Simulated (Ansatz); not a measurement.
The system is YbB2.

```xyz
3
Lattice="3.2503 0.0000 0.0000 -1.6252 2.8148 0.0000 0.0000 0.0000 3.7315" Properties=species:S:1:pos:R:3 pbc="T T T"
Yb    0.0000    0.0000    0.0000
B     1.6252    0.9383    1.8658
B     0.0000    1.8766    1.8658
```

Base run:

| Property | Result |
| --- | --- |
| Program | Ansatz 0.2.0 |
| Functional | PBE |
| Potentials or basis | Ansatz PAW |
| Cutoff | 420 eV (not typed: the program's choice for these potentials) |
| k mesh | 8 × 8 × 6 |
| Occupations | fermi-dirac, width 0.05 eV |
| Spin | collinear spin, ferromagnetic start |
| Starting moments | [0.5, 0.0, 0.0] μB |
| Fixed moment | 0.5 μB |

Its results: pressure 2.3 GPa; site moments Yb +0.38; B +0.02 μB.

Q: The run is repeated on the same cell with these changes: fixed moment from 0.5 μB to 1 μB; moments at the start from [0.5, 0.0, 0.0] to [1.0, 0.0, 0.0]. What comes out?

A: Pressure 1.5 GPa; site moments Yb +0.60; B +0.06 μB.

Caveats: the total moment is fixed, so each spin has its own Fermi level; the thresholds are loose for stress.
